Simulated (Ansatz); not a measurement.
**C2H10InN: basis-set convergence**

How large a basis does C2H10InN need? Two functionals are run in growing sets.

The runs use Ansatz 0.2.0, Gaussian basis; one geometry, several basis sets.

Levels to be run: PBE0-D4/def2-SVP; ωB97M-V/def2-SVP; PBE0-D4/def2-QZVPP; ωB97M-V/def2-QZVPP; the functionals' def2-TZVPP values are taken from earlier runs.

2 further runs of the same task are left out: 2 for a known fault of the program.

## 1. Structure used throughout

An earlier PBE0-D4 in a triple-zeta def2 set relaxation fixed the geometry. In takes the def2 core potential; no spin-orbit term is included.

14 atoms, charge 0, spin multiplicity 1.

Atoms are counted from 1 here; the program's logs count them from 0.

Bond lengths: C1–N2 1.461 Å, C1–H5 1.090 Å, C1–H6 1.096 Å, C1–H7 1.091 Å, N2–C3 1.461 Å, N2–In4 2.374 Å, N2–H8 1.014 Å, C3–H9 1.091 Å, C3–H10 1.090 Å, C3–H11 1.096 Å, In4–H12 1.738 Å, In4–H13 1.739 Å, In4–H14 1.738 Å. Angles: N2–C1–H5 109.6°, N2–C1–H6 112.0°, N2–C1–H7 108.9°, H5–C1–H6 109.4°, H5–C1–H7 108.2°, H6–C1–H7 108.7°, C1–N2–C3 112.4°, C1–N2–In4 110.8°, C1–N2–H8 109.0°, C3–N2–In4 110.9°, C3–N2–H8 109.0°, In4–N2–H8 104.5°, N2–C3–H9 108.9°, N2–C3–H10 109.6°, N2–C3–H11 112.0°, H9–C3–H10 108.2°, H9–C3–H11 108.7°, H10–C3–H11 109.4° and more.

As a file:

```xyz
14
charge 0, multiplicity 1
C    -0.1143    1.2131   -0.8997
N    -0.4561    0.1951    0.0904
C     0.0382    0.5284    1.4238
In    0.3236   -1.9410   -0.5913
H    -0.5410    0.9417   -1.8653
H    -0.4752    2.2068   -0.6090
H     0.9713    1.2526   -1.0053
H    -1.4652    0.0976    0.1278
H     1.1293    0.5430    1.4026
H    -0.2786   -0.2366    2.1328
H    -0.3194    1.5081    1.7619
H    -0.3090   -2.8336    0.7592
H     2.0076   -1.5083   -0.5914
H    -0.5242   -1.9961   -2.1076
```

## 2. PBE0-D4 in def2-SVP

in.yaml

```yaml
crystal:
  periodic: [false, false, false]
  atoms:
    - {symbol: C, position_ang: [-0.114285, 1.213141, -0.899652]}
    - {symbol: N, position_ang: [-0.456120, 0.195094, 0.090419]}
    - {symbol: C, position_ang: [0.038209, 0.528384, 1.423841]}
    - {symbol: In, position_ang: [0.323650, -1.940990, -0.591316]}
    - {symbol: H, position_ang: [-0.541027, 0.941683, -1.865320]}
    - {symbol: H, position_ang: [-0.475155, 2.206794, -0.608997]}
    - {symbol: H, position_ang: [0.971286, 1.252596, -1.005318]}
    - {symbol: H, position_ang: [-1.465178, 0.097552, 0.127846]}
    - {symbol: H, position_ang: [1.129333, 0.543023, 1.402616]}
    - {symbol: H, position_ang: [-0.278607, -0.236620, 2.132830]}
    - {symbol: H, position_ang: [-0.319442, 1.508126, 1.761858]}
    - {symbol: H, position_ang: [-0.309021, -2.833602, 0.759219]}
    - {symbol: H, position_ang: [2.007552, -1.508291, -0.591394]}
    - {symbol: H, position_ang: [-0.524197, -1.996093, -2.107630]}
basis:
  gaussian: {orbitals: def2-SVP}
hamiltonian: {xc: pbe0, dispersion: d4}
output: {orbitals: {seedname: orbitals}}
```

Started as:

```sh
$ ansatz run in.yaml --threads 4 --pin off --events-out ev --progress --plain --max-ram 10444MiB
```

Further steps of the session: ωB97M-V in def2-SVP; PBE0-D4 in def2-QZVPP; ωB97M-V in def2-QZVPP.

**Question.** What will the summary of the whole plan be? Wanted: PBE0-D4: double and triple zeta above quadruple; ωB97M-V: double and triple zeta above quadruple.

**Answer**, as computed:

| quantity | value |
| --- | --- |
| PBE0-D4: double and triple zeta above quadruple | 4.61, 0.27 eV |
| ωB97M-V: double and triple zeta above quadruple | 4.93, 0.27 eV |

**Reading.** PBE0-D4 gains 4.34 eV from double to triple zeta, then 0.27 eV more. Total energies overstate the basis error of differences, where much of it tends to cancel. The LUMO of ωB97M-V is positive and keeps falling with the basis (1.67 to 0.78 eV): an unbound level that the basis holds in place.
